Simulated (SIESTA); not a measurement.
Cu3Ge:

```
CELL_PARAMETERS angstrom
2.72837 0.00000 0.00000
-1.36419 2.36284 0.00000
0.00000 0.00000 8.26948
ATOMIC_POSITIONS crystal
Ge 0.00000 0.00000 0.00000
Cu 0.66667 0.33333 0.25769
Cu 0.66667 0.33333 0.74231
Cu 0.00000 0.00000 0.50000
```

The cell comes from a database or a generator and needn't be the stable form of this composition.

| Quantity | Value |
| --- | --- |
| Program | SIESTA 5.4.2 |
| Task | single point |
| Functional | PBEsol |
| Potentials or basis | PseudoDojo 0.4 standard (PBEsol files) |
| Basis | DZP (energy shift 0.003 Ry; two zetas on semicore shells) |
| Grid cutoff | 800 Ry |
| Energy shift | 0.003 Ry |
| k mesh | 11 × 11 × 4 |
| Occupations | fermi-dirac, width 0.05 eV |
| Spin | no spin polarisation |

On this cell: pressure -5.2 GPa; largest force 0.130 eV/Å; band gap on the k mesh none (metal or under the smearing width).

The same run follows on a disturbed copy (atoms moved at random, drawn with an rms of 0.05 Å):

```
Ge Cu
1.0
     2.72837    0.00000    0.00000
    -1.36419    2.36284    0.00000
     0.00000    0.00000    8.26948
Ge Cu
1 3
Cartesian
  0.0002 -0.0016 0.0394
  1.3815 0.7872 2.1437
  1.3518 0.7371 6.0882
  -0.0279 0.0118 4.1713
```

Q: What changes?

A: The energy (extrapolated to zero smearing) moves by +5.8 meV/atom; pressure -4.7 GPa; largest force 0.479 eV/Å; band gap on the k mesh none (metal or under the smearing width).

Forces on the atoms (eV/Å):
```
Ge   0.006 -0.015 -0.310
Cu  -0.042  0.022  0.270
Cu  -0.027  0.082  0.471
Cu   0.064 -0.089 -0.431
```

Stress tensor (GPa, compression positive):
```
-4.57 -0.24  0.11
-0.24 -5.28  0.38
 0.11  0.38 -4.28
```

Caveats: short orbitals over semicore shells can move pressures by several GPa; the basis of atomic orbitals isn't converged, which shifts pressures, moduli and gaps.
